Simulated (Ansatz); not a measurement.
# Zn2S: the cost of one run

Method: DFT PBE, scalar-relativistic, plane waves, PAW, unless a step names another level, in Ansatz 0.2.0.

5 further runs of the same task are left out: 5 set aside as unsound or not needed.

## (1) What the formula suggests

Pauling electronegativities: Zn 1.65, S 2.58 (spread 0.93). No set of common oxidation states balances it. Tabulated atomic sizes suggest about 17 Å³/atom. 22 candidates were drawn, by swapping species into database cells of other compounds, at random by space group and Wyckoff sites, or by hand, as the table says:

```tsv
name	made from	space group no.	Wyckoff sites	atoms (primitive cell)	V (Å³/atom)
c01	database cell of Ga2Cu	123	Zn 2h; S 1a	3	16.1
c02	random	129	Zn 4d; S 2c	6	21.8
c03	built by hand: Co2P (anti-PbCl2)	62	Zn 4c, 4c; S 4c	12	16.8
c04	built by hand: anti-CdCl2	166	Zn 6c; S 3a	3	16.8
c05	database cell of CeOs2	227	Zn 16d; S 8a	6	16.0
c06	database cell of Ta2Se	129	Zn 2c, 2c; S 2c	6	16.7
c07	random	139	Zn 4c; S 2b	3	20.3
c08	built by hand: Cu2Sb	129	Zn 2a, 2c; S 2c	6	16.8
c09	random	216	Zn 4a, 4c; S 4b	3	20.2
c10	built by hand: antifluorite	225	Zn 8c; S 4a	3	16.8
c11	built by hand: ZnS/Zn (001) slab intergrowth	115	Zn 2g, 2g, 2g; S 1a, 2f	9	18.0
c12	database cell of Cu2Sb	129	Zn 2a, 2c; S 2c	6	15.5
c13	random	131	Zn 4j; S 2c	6	18.7
c14	random	191	Zn 2c; S 1a	3	21.6
c15	random	139	Zn 4d; S 2a	3	21.6
c16	database cell of Zr2Ir	140	Zn 8h; S 4a	6	22.5
c17	built by hand: litharge-type ZnS layers with Zn square nets	129	Zn 2a, 2b; S 2c	6	16.8
c18	database cell of B2W	191	Zn 2d; S 1a	3	14.3
c19	random	123	Zn 4l; S 1b, 1c	6	20.3
c20	random	166	Zn 6c; S 3b	3	20.7
c21	database cell of V2H	12	Zn 4i; S 2a	3	14.3
c22	database cell of Na2Se	225	Zn 8c; S 4a	3	19.7
```

## (2) Screening run of c09

input.yaml reads:

```yaml
crystal:
  lattice:
    - [0.0, 3.11902655, 3.11902655]
    - [3.11902655, 0.0, 3.11902655]
    - [3.11902655, 3.11902655, 0.0]
  atoms:
    - { symbol: Zn, position: [0.0, 0.0, 0.0] }
    - { symbol: Zn, position: [0.75, 0.75, 0.75] }
    - { symbol: S, position: [0.5, 0.5, 0.5] }
basis:
  ecutwfc: 420
kpoints:
  mp_grid: { grid: [5, 5, 5] }
hamiltonian:
  xc: pbe
scf:
  occupations: { method: gaussian, width: 0.2 }
  lower_state_search: "off"
output:
  forces: true
  stress: true
  eigenvalues: true
relax:
  adjacent_minimum: "off"
  f_tol: 0.08
  max_steps: 16
  cell: { stress_tol: 0.8 }
```

On the command line:

```bash
ansatz run input.yaml --threads 1 --pin off --max-ram 2560MiB --backend cpu --events-out ev --progress --plain --runs-dir out
```

**Question.** How long does this run take on 1 thread of Arm Neoverse V2, shared host, and how much memory does it need?

About 5 s, with a peak of 0.3 GiB.
